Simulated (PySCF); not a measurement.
# C3H7FSi: electronic excitations and core binding energies

Aim: predict the electronic excitations and core binding energies of C3H7FSi (`F[C@H]1CC[SiH2]1`).

The runs use PySCF 2.14.0, with density-fitted response routines of our own; the level of theory stands in each step. All values are computed, except where a source is named. Atoms are numbered from 0 throughout.

## (1) The starting structure

12 atoms, charge 0, multiplicity 1; geometry from: GFN2-xTB.

Bonds of the start (Å): F0–C1 1.39, C1–C2 1.54, C2–C3 1.54, C3–Si4 1.91, Si4–C1 1.93, C1–H5 1.09, C2–H6 1.09, C2–H7 1.09, C3–H8 1.09, C3–H9 1.09, Si4–H10 1.46, Si4–H11 1.46.

## (2) TDDFT and polarisability: CAM-B3LYP/def2-SVPD

The job: settings as JSON, then the geometry in Å.

```
{"job": {"kind": "uv", "xc": "CAM-B3LYP", "basis": "def2-SVPD", "nstates": 8, "ntriplets": 3}, "charge": 0, "multiplicity": 1}
F      0.272009     2.250262    -0.440836
C      0.306008     1.078231     0.298942
C     -1.025372     0.311289     0.258995
C     -0.496113    -1.107646    -0.036884
Si     1.241766    -0.429860    -0.468638
H      0.598172     1.382699     1.307838
H     -1.609429     0.388927     1.175142
H     -1.629949     0.688142    -0.564677
H     -1.054594    -1.626028    -0.812234
H     -0.516665    -1.738567     0.850001
H      1.532545    -0.268766    -1.889188
H      2.382820    -0.929367     0.295510
```

With the program's defaults for keys left out, this is: TDDFT CAM-B3LYP/def2-SVPD, vertical, gas phase, core orbitals frozen in the response.

Command:

```console
OMP_NUM_THREADS=1 python probes_run.py task.json out
```

One launch serves the whole session: the jobs run in the order shown.

The program printed:

```text
coarse grid: 10312 points
cycle   1  E = -507.3790931174  dE =  4.831e-01  |g| = 4.735e-01  |ddm| = 4.606e+00
cycle   2  E = -507.3726492511  dE =  6.444e-03  |g| = 5.688e-01  |ddm| = 9.663e-01
cycle   3  E = -507.4255655748  dE = -5.292e-02  |g| = 4.925e-02  |ddm| = 4.390e-01
cycle   4  E = -507.4259222874  dE = -3.567e-04  |g| = 2.654e-02  |ddm| = 9.358e-02
cycle   5  E = -507.4260915229  dE = -1.692e-04  |g| = 4.795e-03  |ddm| = 3.884e-02
cycle   6  E = -507.4260975878  dE = -6.065e-06  |g| = 5.980e-04  |ddm| = 8.109e-03
final grid: 94760 points
cycle   7  E = -507.5008270240  dE = -2.296e-05  |g| = 3.989e-03  |ddm| = 4.913e-02
cycle   8  E = -507.5008257298  dE =  1.294e-06  |g| = 4.960e-03  |ddm| = 9.533e-03
cycle   9  E = -507.5008303249  dE = -4.595e-06  |g| = 3.106e-04  |ddm| = 4.264e-03
cycle  10  E = -507.5008303396  dE = -1.468e-08  |g| = 1.634e-04  |ddm| = 5.947e-04
cycle  11  E = -507.5008303457  dE = -6.103e-09  |g| = 2.168e-05  |ddm| = 2.478e-04
cycle  12  E = -507.5008303458  dE = -1.555e-10  |g| = 5.440e-06  |ddm| = 6.331e-05
converged SCF energy = -507.5008303458

Static polarisability (au): isotropic 61.010, principal 54.525 59.972 68.534

Singlet excitations
state   eV       nm        f      main configurations
  1   6.7246    184.4   0.02952   H->L 0.78
  2   7.2167    171.8   0.03316   H-1->L 0.72, H->L+3 0.09, H->L+1 0.09
  3   7.3556    168.6   0.04421   H->L+1 0.69, H-1->L 0.12
  4   7.4798    165.8   0.03236   H->L+3 0.73
  5   7.8161    158.6   0.01117   H-1->L+1 0.80, H-1->L+2 0.10
  6   7.9667    155.6   0.00409   H-1->L+3 0.75
  7   8.1552    152.0   0.05633   H->L+2 0.80
  8   8.2924    149.5   0.01039   H-2->L 0.59, H-3->L 0.14, H-1->L+3 0.08

Triplet excitations (Tamm-Dancoff, eV): 6.0842 6.6267 6.7775
```

It took 20 s on 1 thread of Arm Neoverse V1, shared host; peak memory 0.72 GiB.

Frontier orbitals and where they lie:

```csv
orbital,eV,atoms
HOMO−3,-11.17,"C3 20 %, Si4 15 %, C2 15 %"
HOMO−2,-10.74,"C2 21 %, F0 18 %, C3 18 %"
HOMO−1,-9.72,"C3 30 %, Si4 20 %, C2 14 %"
HOMO,-9.18,"C1 31 %, F0 21 %, Si4 20 %"
LUMO,0.83,"Si4 32 %, C3 12 %, H10 11 %"
LUMO+1,1.25,"Si4 32 %, C2 10 %, C3 9 %"
LUMO+2,1.70,"Si4 48 %, H11 11 %, H10 10 %"
```

With each of the 8 states as a Gaussian band of 0.4 eV half-width at 1/e, the curve within the window shown has maxima at 168 nm (ε 4,400), 153 nm (ε 3,200) L/(mol cm). Beyond the last state computed it falls off for lack of states. The curve at chosen wavelengths:

(nm, ε (L/mol/cm)): (144, 956), (146, 1612), (149, 2613), (151, 3038), (153, 3181), (156, 3083), (158, 3062), (160, 3223), (163, 3771), (165, 4165), (167, 4412), (170, 4336), (172, 4008), (174, 3553), (176, 3067), (179, 2427), (181, 2091), (183, 1812), (186, 1449), (188, 1220), (190, 997), (193, 687), (195, 510), (197, 363), (200, 203), (202, 131)

Further results of this job:

```csv
property,computed
dipole moment (D),2.11
polarisability (Å³),9.04
HOMO–LUMO gap (eV),10.01
−ε(HOMO) (eV),9.18
```

## (3) X-ray photoelectron lines: SCAN, X2C

The job, as its differences from that of step 2:

```diff
@@ -1,2 +1,2 @@
-{"job": {"kind": "uv", "xc": "CAM-B3LYP", "basis": "def2-SVPD", "nstates": 8, "ntriplets": 3}, "charge": 0, "multiplicity": 1}
+{"job": {"kind": "xps"}, "charge": 0, "multiplicity": 1}
 F      0.272009     2.250262    -0.440836
```

Level: delta-SCF UKS SCAN, pcX-2 on the ionised atom, pcseg-1 elsewhere, spin-free X2C.

The program printed:

```text
ground state, core basis on atom 0 (F), 140 functions
  cycle   1  E = -508.34906342  |g| = 6.43e-01
  cycle   2  E = -508.21721934  |g| = 1.08e+00
  cycle   3  E = -508.42824674  |g| = 9.16e-02
  cycle   4  E = -508.42911901  |g| = 5.49e-02
  cycle   5  E = -508.42979354  |g| = 9.82e-03
  cycle   6  E = -508.42981847  |g| = 3.01e-03
  cycle   7  E = -508.42982136  |g| = 1.11e-03
  cycle   8  E = -508.42982137  |g| = 1.94e-04
  E(ground) = -508.46510571 Eh
hole in F 1s of atom 0
  cycle   1  E = -482.10427768  |g| = 2.58e+00
  cycle   2  E = -481.77026570  |g| = 2.27e+00
  cycle   3  E = -482.87374426  |g| = 5.16e-01
  cycle   4  E = -482.94007296  |g| = 3.37e-01
  cycle   5  E = -482.99945923  |g| = 4.56e-02
  cycle   6  E = -483.00036343  |g| = 1.36e-02
  cycle   7  E = -483.00047115  |g| = 4.26e-03
  cycle   8  E = -483.00047984  |g| = 2.10e-03
  cycle   9  E = -483.00048026  |g| = 3.36e-04
  E(ion) = -483.04185329 Eh   <S^2> = 0.7573   hole on atom = 1.000   binding energy = 691.802 eV
ground state, core basis on atom 1 (C), 140 functions
  cycle   1  E = -508.38874194  |g| = 8.50e-02
  cycle   2  E = -508.38729604  |g| = 1.14e-01
  cycle   3  E = -508.38930583  |g| = 2.22e-02
  cycle   4  E = -508.38937840  |g| = 6.26e-03
  cycle   5  E = -508.38939052  |g| = 7.75e-04
  cycle   6  E = -508.38939067  |g| = 1.23e-04
  E(ground) = -508.42234758 Eh
hole in C 1s of atom 1
  cycle   1  E = -497.08622787  |g| = 1.51e+00
  cycle   2  E = -494.97260575  |g| = 2.47e+00
  cycle   3  E = -497.52125521  |g| = 5.45e-01
  cycle   4  E = -497.59151444  |g| = 4.31e-01
  cycle   5  E = -497.65412928  |g| = 1.07e-01
  cycle   6  E = -497.65802839  |g| = 2.34e-02
  cycle   7  E = -497.65825169  |g| = 1.15e-02
  cycle   8  E = -497.65833452  |g| = 2.78e-03
  cycle   9  E = -497.65834265  |g| = 1.76e-03
  cycle  10  E = -497.65834463  |g| = 8.05e-04
  cycle  11  E = -497.65834485  |g| = 3.08e-04
  E(ion) = -497.69166366 Eh   <S^2> = 0.7747   hole on atom = 1.000   binding energy = 291.997 eV
ground state, core basis on atom 2 (C), 140 functions
  cycle   1  E = -508.38488993  |g| = 5.82e-02
  cycle   2  E = -508.38485228  |g| = 2.30e-02
  cycle   3  E = -508.38484627  |g| = 2.44e-02
  cycle   4  E = -508.38496387  |g| = 3.20e-03
  cycle   5  E = -508.38496621  |g| = 7.83e-04
  cycle   6  E = -508.38496635  |g| = 7.77e-05
  E(ground) = -508.41901538 Eh
hole in C 1s of atom 2
  cycle   1  E = -497.13453752  |g| = 1.51e+00
  cycle   2  E = -496.31278802  |g| = 1.94e+00
  cycle   3  E = -497.64000361  |g| = 4.06e-01
  cycle   4  E = -497.67653797  |g| = 2.85e-01
  cycle   5  E = -497.70199125  |g| = 5.88e-02
  cycle   6  E = -497.70317338  |g| = 7.51e-03
  cycle   7  E = -497.70319613  |g| = 5.11e-03
  cycle   8  E = -497.70321146  |g| = 1.82e-03
  cycle   9  E = -497.70321397  |g| = 7.27e-04
  cycle  10  E = -497.70321485  |g| = 2.13e-04
  E(ion) = -497.73635934 Eh   <S^2> = 0.7690   hole on atom = 1.000   binding energy = 290.690 eV
ground state, core basis on atom 3 (C), 140 functions
  cycle   1  E = -508.38456256  |g| = 5.86e-02
  cycle   2  E = -508.38447904  |g| = 2.71e-02
  cycle   3  E = -508.38450594  |g| = 2.50e-02
  cycle   4  E = -508.38465377  |g| = 3.83e-03
  cycle   5  E = -508.38465748  |g| = 4.23e-04
  E(ground) = -508.41868102 Eh
hole in C 1s of atom 3
  cycle   1  E = -497.14635484  |g| = 1.51e+00
  cycle   2  E = -496.42052130  |g| = 1.86e+00
  cycle   3  E = -497.67566034  |g| = 3.44e-01
  cycle   4  E = -497.71353640  |g| = 1.73e-01
  cycle   5  E = -497.72220008  |g| = 6.31e-02
  cycle   6  E = -497.72343553  |g| = 1.31e-02
  cycle   7  E = -497.72349311  |g| = 7.99e-03
  cycle   8  E = -497.72353074  |g| = 1.61e-03
  cycle   9  E = -497.72353225  |g| = 7.91e-04
  cycle  10  E = -497.72353352  |g| = 2.85e-04
  E(ion) = -497.75639704 Eh   <S^2> = 0.7694   hole on atom = 1.000   binding energy = 290.136 eV
ground state, core basis on atom 4 (Si), 151 functions
  cycle   1  E = -508.47821552  |g| = 2.86e-01
  cycle   2  E = -508.47824877  |g| = 3.37e-02
  cycle   3  E = -508.47816256  |g| = 3.19e-02
  cycle   4  E = -508.47836663  |g| = 9.83e-03
  cycle   5  E = -508.47838450  |g| = 1.87e-03
  cycle   6  E = -508.47838484  |g| = 2.30e-04
  E(ground) = -508.47040192 Eh
hole in Si 1s of atom 4
  cycle   1  E = -439.55589256  |g| = 4.35e+00
  cycle   2  E = -439.61826003  |g| = 2.16e+00
  cycle   3  E = -440.20024520  |g| = 8.71e-01
  cycle   4  E = -440.56277199  |g| = 3.75e-01
  cycle   5  E = -440.61081362  |g| = 1.41e-01
  cycle   6  E = -440.61767438  |g| = 4.01e-02
  cycle   7  E = -440.61812381  |g| = 2.50e-02
  cycle   8  E = -440.61845824  |g| = 3.59e-03
  cycle   9  E = -440.61846382  |g| = 9.90e-04
  cycle  10  E = -440.61846605  |g| = 4.56e-04
  E(ion) = -440.61858571 Eh   <S^2> = 0.7527   hole on atom = 1.000   binding energy = 1846.342 eV
hole in Si 2p of atom 4
  cycle   1  E = -504.21406570  |g| = 1.24e+00
  cycle   2  E = -504.04284115  |g| = 1.14e+00
  cycle   3  E = -504.47704969  |g| = 3.55e-01
  cycle   4  E = -504.53443773  |g| = 1.27e-01
  cycle   5  E = -504.53883781  |g| = 4.79e-02
  cycle   6  E = -504.53981801  |g| = 1.66e-02
  cycle   7  E = -504.53993761  |g| = 5.50e-03
  cycle   8  E = -504.53995356  |g| = 9.93e-04
  cycle   9  E = -504.53995507  |g| = 4.04e-04
  E(ion) = -504.54396064 Eh   <S^2> = 0.7522   hole on atom = 1.002   binding energy = 106.844 eV
  2p3/2 = 106.641 eV   2p1/2 = 107.264 eV
```

Run time: 42 s. Hardware: 1 thread of Arm Neoverse V1, shared host; peak memory 0.48 GiB.

The holes in one table. −ε is the ground-state orbital energy:

```csv
hole,stands for,environment,ΔSCF (eV; 2p as the shell's mean),−ε (eV),⟨S²⟩
F1s on F0,F0,fluorine on an sp3 carbon,691.80,666.0,0.757
C1s on C1,C1,sp3 CH bonded to F and Si,292.00,275.2,0.775
C1s on C2,C2,sp3 CH2 in a ring,290.69,273.8,0.769
C1s on C3,C3,sp3 CH2 bonded to Si,290.14,273.5,0.769
Si1s on Si4,Si4,"silicon bonded to 2 C, 2 H, in a 4-membered ring",1846.34,1793.3,0.753
Si2p on Si4,Si4,"silicon bonded to 2 C, 2 H, in a 4-membered ring",106.85,96.1,0.752
```

With the spin-orbit splitting: Si4 2p3/2 106.64, 2p1/2 107.26 eV. The table gives each 2p level as the mean over the whole 2p shell (two parts 2p3/2, one part 2p1/2), which differs a little from the single hole in the log.

## (4) Results

```
                                quantity                               value
    lowest singlet (CAM-B3LYP/def2-SVPD)         6.72 eV (184 nm), f = 0.030
brightest single state of those computed         state 7, 8.16 eV, f = 0.056
                          lowest triplet                             6.08 eV
        C1s binding energies, SCAN/pcX-2  C1 292.00, C2 290.69, C3 290.14 eV
        F1s binding energies, SCAN/pcX-2                        F0 691.80 eV
       Si1s binding energies, SCAN/pcX-2                      Si4 1846.34 eV
       Si2p binding energies, SCAN/pcX-2                       Si4 106.85 eV
```

**Reading.** The first singlet state (HOMO→LUMO 0.78) lies at 6.72 eV and is weak; of the 8 states computed, the strongest absorption comes from state 7 at 8.16 eV. The lowest triplet lies 0.64 eV below the lowest singlet (triplets in Tamm-Dancoff, singlets in full TDDFT). C1 (sp3 CH bonded to F and Si) binds its C1s electron 1.86 eV more tightly than C3 (sp3 CH2 bonded to Si).
